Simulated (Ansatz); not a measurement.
# H + FF (HF2) radical: an exchange reaction of three atoms

How does the energy of H + FF (the system H + F₂), spin multiplicity 2 change over two coordinates at once? A grid of runs gives the map.

Method: UKS PBE0-D4/def2-SVPD; program: Ansatz 0.2.0.

**1. The part H radical alone**

input.yaml

```yaml
crystal:
  periodic: [false, false, false]
  atoms:
    - { symbol: H, position_ang: [0.0, 0.0, 0.0] }
magnetization:
  spin_polarized: true
  initial_magnetization: 1
basis:
  gaussian: { orbitals: def2-SVPD }
hamiltonian:
  xc: pbe0
```

Command:

```bash
$ ansatz run input.yaml --threads 1 --pin off --max-ram 2560MiB --backend cpu --events-out ev --progress --plain --runs-dir out
```

The program printed:

```text
Warning: RAYON_NUM_THREADS=1 ignored (pool sized by the plan → 1); use --threads N
Engine: ansatz 0.2.0, aarch64-unknown-linux-gnu
Functional definition: PBE0
  parameter a = 0.25
  parameter kappa = 0.804
  parameter beta = 0.06672455060314922
  exchange = (1 - a)*pbe_x(kappa = kappa, mu = beta*pi^2/3) + a*exact_x
  correlation = pbe_c(beta = beta)
45 factors; their error is unknown
mean field evaluation 1: about -13.6124 eV, gradient 3.3e-1 eV
mean field evaluation 2: about -13.6138 eV, gradient 2.0e-2 eV
mean field evaluation 4: about -13.6136 eV, gradient 2.1e-5 eV
mean field -13.61358885 eV, -0.5002901627 hartree, gradient 2.2e-5 eV, S^2 0.750000; 0 other end points of the search recorded, 0 dependent functions left out
reference -13.61360673 eV, -0.5002908195 hartree; 1, 0 occupied and 7, 8 virtual orbitals, 45 factors
Total energy: -13.61360673 eV, -0.5002908195 hartree
```

Wall time 0.08 s (1 thread of Arm Neoverse V1, shared host); peak memory 0.057 GiB.

**2. The part F2 alone**

input.yaml

```yaml
crystal:
  periodic: [false, false, false]
  atoms:
    - { symbol: F, position_ang: [0.0, 0.0, 0.0] }
    - { symbol: F, position_ang: [1.2, 0.0, 0.0] }
basis:
  gaussian: { orbitals: def2-SVPD }
hamiltonian:
  xc: pbe0
  dispersion: d4
output:
  forces: true
relax:
  f_tol: 0.003
  max_steps: 120
```

Command:

```bash
$ ansatz run input.yaml --threads 1 --pin off --max-ram 2560MiB --backend cpu --events-out ev --progress --plain --runs-dir out
```

The program printed, cut to the lines that bear on the results:

```text
Warning: RAYON_NUM_THREADS=1 ignored (pool sized by the plan → 1); use --threads N
[...]
Functional definition: PBE0
[...]
370 factors; their error is unknown
[...]
mean field -5418.76732206 eV, -199.1360261133 hartree, gradient 2.6e-5 eV, S^2 0.000000; 0 other end points of the search recorded, 0 dependent functions left out
[...]
reference -5418.76734778 eV, -199.1360270583 hartree; 9, 9 occupied and 37, 37 virtual orbitals, 370 factors
relax step   1: F+E_penalty+E_count = -5418.77149332 eV  Δ(F+E_penalty+E_count) = +0.000e0 eV  max|allowed force component| = 1.264e1 eV/Å  Δτ_max = 0.0000 Å  (21 SCF iters, accepted)
[...]
relax step   5: F+E_penalty+E_count = -5419.70504078 eV  Δ(F+E_penalty+E_count) = -7.237e-5 eV  max|allowed force component| = 2.083e-2 eV/Å  Δτ_max = 0.0012 Å  (27 SCF iters, accepted)
[...]
relax step   6: F+E_penalty+E_count = -5419.70504617 eV  Δ(F+E_penalty+E_count) = -5.391e-6 eV  max|allowed force component| = 4.007e-5 eV/Å  Δτ_max = 0.0003 Å  (19 SCF iters, accepted)
370 factors; their error is unknown
[...]
mean field -5419.70088085 eV, -199.1703337659 hartree, gradient 2.6e-5 eV, S^2 0.000000; 1 other end points of the search recorded, 0 dependent functions left out
[...]
reference -5419.70090717 eV, -199.1703347332 hartree; 9, 9 occupied and 37, 37 virtual orbitals, 370 factors
Total energy: -5419.70507249 eV, -199.1704878061 hartree
Atom 0 at    -0.088960     0.000000    -0.000000 Å, force     0.000040     0.000000    -0.000000 eV/Å
Atom 1 at     1.288960    -0.000000     0.000000 Å, force    -0.000040    -0.000000     0.000000 eV/Å
Dipole moment:     0.000000     0.000000    -0.000000 e Å
```

Wall time 2.5 s (1 thread of Arm Neoverse V1, shared host); peak memory 0.081 GiB.

Energy and force along the way:

| step | energy from step 1 (eV) | largest force component (eV/Å) |
| --- | --- | --- |
| 1 | 0.0000 | 12.6423 |
| 2 | -0.8617 | 2.6992 |
| 3 | -0.9272 | 0.7416 |
| 4 | -0.9335 | 0.0787 |
| 5 | -0.9335 | 0.0208 |
| 6 | -0.9336 | 0.0000 |

The bond:

| bond | before (Å) | after (Å) | change (Å) |
| --- | --- | --- | --- |
| F1–F2 | 1.200 | 1.378 | +0.178 |

**3. Plan of the scan**

- distance H1–F2: 17 values from 0.728 to 2.328 Å
- distance F2–F3: 17 values from 0.960 to 2.560 Å

Nothing else is relaxed (the angle H1–F2–F3 is fixed at 140 degrees). Energies count from H far from the relaxed FF (each part in its own basis). Points are written as (first, second).

Below, 3 of the grid's runs; all are launched alike.

**4. Point (0.910 Å, 2.431 Å)**

input.yaml

```yaml
crystal:
  periodic: [false, false, false]
  atoms:
    - { symbol: H, position_ang: [-0.91, 0.0, 0.0] }
    - { symbol: F, position_ang: [0.0, 0.0, 0.0] }
    - { symbol: F, position_ang: [1.862254, 1.562617, 0.0] }
magnetization:
  spin_polarized: true
  initial_magnetization: 1
basis:
  gaussian: { orbitals: def2-SVPD }
hamiltonian:
  xc: pbe0
  dispersion: d4
output:
  forces: true
```

Command:

```bash
$ ansatz run input.yaml --threads 1 --pin off --max-ram 2560MiB --backend cpu --events-out ev --progress --plain --runs-dir out
```

The program printed, cut to the lines that bear on the results:

```text
Warning: RAYON_NUM_THREADS=1 ignored (pool sized by the plan → 1); use --threads N
[...]
Functional definition: PBE0
[...]
434 factors; their error is unknown
[...]
mean field -5437.92522570 eV, -199.8400660866 hartree, gradient 2.6e-7 eV, S^2 0.751753; 4 other end points of the search recorded, 0 dependent functions left out
[...]
reference -5437.92525323 eV, -199.8400670983 hartree; 10, 9 occupied and 44, 45 virtual orbitals, 434 factors
Total energy: -5437.93183828 eV, -199.8403090944 hartree
Atom 0 at    -0.910000     0.000000     0.000000 Å, force    -0.681575     0.040961    -0.000000 eV/Å
Atom 1 at     0.000000     0.000000     0.000000 Å, force     0.681789    -0.060797     0.000000 eV/Å
Atom 2 at     1.862254     1.562617     0.000000 Å, force    -0.000214     0.019836    -0.000000 eV/Å
Dipole moment:    -0.417339    -0.032129     0.000000 e Å
```

Run time: 3 s. Hardware: 1 thread of Arm Neoverse V1, shared host; peak memory 0.11 GiB.

On the map this point reads −445 kJ/mol.

**5. The run at (0.992 Å, 1.610 Å)**

input.yaml

```yaml
crystal:
  periodic: [false, false, false]
  atoms:
    - { symbol: H, position_ang: [-0.992, 0.0, 0.0] }
    - { symbol: F, position_ang: [0.0, 0.0, 0.0] }
    - { symbol: F, position_ang: [1.233332, 1.034888, 0.0] }
magnetization:
  spin_polarized: true
  initial_magnetization: 1
basis:
  gaussian: { orbitals: def2-SVPD }
hamiltonian:
  xc: pbe0
  dispersion: d4
output:
  forces: true
```

Command:

```bash
$ ansatz run input.yaml --threads 1 --pin off --max-ram 2560MiB --backend cpu --events-out ev --progress --plain --runs-dir out
```

The program printed, cut to the lines that bear on the results:

```text
Warning: RAYON_NUM_THREADS=1 ignored (pool sized by the plan → 1); use --threads N
[...]
Functional definition: PBE0
[...]
434 factors; their error is unknown
[...]
mean field -5436.62443000 eV, -199.7922627262 hartree, gradient 1.3e-5 eV, S^2 0.752806; 0 other end points of the search recorded, 0 dependent functions left out
[...]
reference -5436.62445474 eV, -199.7922636353 hartree; 10, 9 occupied and 44, 45 virtual orbitals, 434 factors
Total energy: -5436.63191634 eV, -199.7925378442 hartree
Atom 0 at    -0.992000     0.000000     0.000000 Å, force     2.657402     0.287344     0.000000 eV/Å
Atom 1 at     0.000000     0.000000     0.000000 Å, force    -7.322876    -4.433257     0.000000 eV/Å
Atom 2 at     1.233332     1.034888     0.000000 Å, force     4.665473     4.145913    -0.000000 eV/Å
Dipole moment:    -0.619697    -0.162375     0.000000 e Å
```

Wall time 0.98 s (1 thread of Arm Neoverse V1, shared host); peak memory 0.093 GiB.

That is −320 kJ/mol from the zero.

**6. The run at (0.728 Å, 2.061 Å)**

input.yaml

```yaml
crystal:
  periodic: [false, false, false]
  atoms:
    - { symbol: H, position_ang: [-0.728, 0.0, 0.0] }
    - { symbol: F, position_ang: [0.0, 0.0, 0.0] }
    - { symbol: F, position_ang: [1.578818, 1.324785, 0.0] }
magnetization:
  spin_polarized: true
  initial_magnetization: 1
basis:
  gaussian: { orbitals: def2-SVPD }
hamiltonian:
  xc: pbe0
  dispersion: d4
output:
  forces: true
```

Command:

```bash
$ ansatz run input.yaml --threads 1 --pin off --max-ram 2560MiB --backend cpu --events-out ev --progress --plain --runs-dir out
```

The program printed, cut to the lines that bear on the results:

```text
Warning: RAYON_NUM_THREADS=1 ignored (pool sized by the plan → 1); use --threads N
[...]
Functional definition: PBE0
[...]
434 factors; their error is unknown
[...]
mean field -5435.94469481 eV, -199.7672829186 hartree, gradient 2.4e-5 eV, S^2 0.751975; 3 other end points of the search recorded, 0 dependent functions left out
[...]
reference -5435.94472156 eV, -199.7672839016 hartree; 10, 9 occupied and 44, 45 virtual orbitals, 434 factors
Total energy: -5435.95180210 eV, -199.7675441066 hartree
Atom 0 at    -0.728000     0.000000     0.000000 Å, force   -25.372683     0.120154    -0.000000 eV/Å
Atom 1 at     0.000000     0.000000     0.000000 Å, force    24.901711    -0.570750     0.000000 eV/Å
Atom 2 at     1.578818     1.324785     0.000000 Å, force     0.470973     0.450597    -0.000000 eV/Å
Dipole moment:    -0.392168    -0.062572     0.000000 e Å
```

Run time: 2.1 s. Hardware: 1 thread of Arm Neoverse V1, shared host; peak memory 0.11 GiB.

Energy on the map's scale: −254 kJ/mol.

**7. All points together**

289 points were computed. Energies in kJ/mol, from H far from the relaxed FF (each part in its own basis); the table lists every other line.

```tsv
distance F2–F3 (Å) ↓, distance H1–F2 (Å) →	0.728	0.835	0.992	1.175	1.378	1.596	1.829	2.073	2.328
2.560	−263	−419	−433	−338	−204	−73	17	68	97
2.305	−262	−418	−433	−338	−206	−75	15	66	95
2.061	−254	−411	−427	−334	−203	−76	13	63	92
1.828	−224	−382	−400	−311	−185	−66	13	58	83
1.610	−135	−296	−320	−238	−127	−38	13	39	52
1.407	87	−81	−119	−68	−15	6	8	5	2
1.224	556	362	257	201	151	112	87	74	67
1.067	1181	924	723	586	493	438	408	393	386
0.960	1730	1482	1281	1136	1040	984	954	940	933
```

On the same grid, largest force on an atom (eV/Å):

```
distance F2–F3 (Å) ↓, distance H1–F2 (Å) →  0.728  0.835  0.992  1.175  1.378  1.596  1.829  2.073  2.328
                                     2.560     25      7      3      7      7      5      3      2      1
                                     2.305     25      7      3      7      7      5      3      2      1
                                     2.061     25      7      4      7      7      5      3      2      1
                                     1.828     26      7      5      8      8      5      3      1      1
                                     1.610     26      8      9     11      9      5      2      2      3
                                     1.407     26     17     17     15      9      3      1      1      1
                                     1.224     37     34     26     18     13     11     11     10     10
                                     1.067     41     41     39     37     36     36     36     36     36
                                     0.960     72     73     74     74     74     74     74     74     74
```

Energy (kJ/mol) at eleven even steps along the easiest path on the interpolated surface, from its minimum near (0.910 Å, 2.560 Å): −445, −445, −433, −352, −214, −108, −22, 6, 6, 3, 1.

**8. Outcome**

```
                       quantity                                                                       value
                   lowest point                                             (0.910 Å, 2.431 Å), −445 kJ/mol
         highest computed point                            (0.728 Å, 0.960 Å), 2175 kJ/mol above the lowest
largest force on an atom (eV/Å)  0 at (1.949 Å, 1.407 Å) to 74 at (2.328 Å, 0.960 Å); 1 at the lowest point
        time for the whole task                                             13 min on 1 thread, shared host
```

In words: The lowest computed point is at (0.910 Å, 2.431 Å), −445 kJ/mol from H far from the relaxed FF (each part in its own basis). The highest computed point, (0.728 Å, 0.960 Å), lies 2175 kJ/mol above the lowest. Two valleys reach the map's edge, at (0.910 Å, 2.560 Å) and at (2.328 Å, 1.407 Å). On the interpolated surface the pass between them lies about 450 kJ/mol above the first of these points and 5.5 kJ/mol above the second. Between some neighbouring points the energy changes steeply; a change of electronic state there was not ruled out.
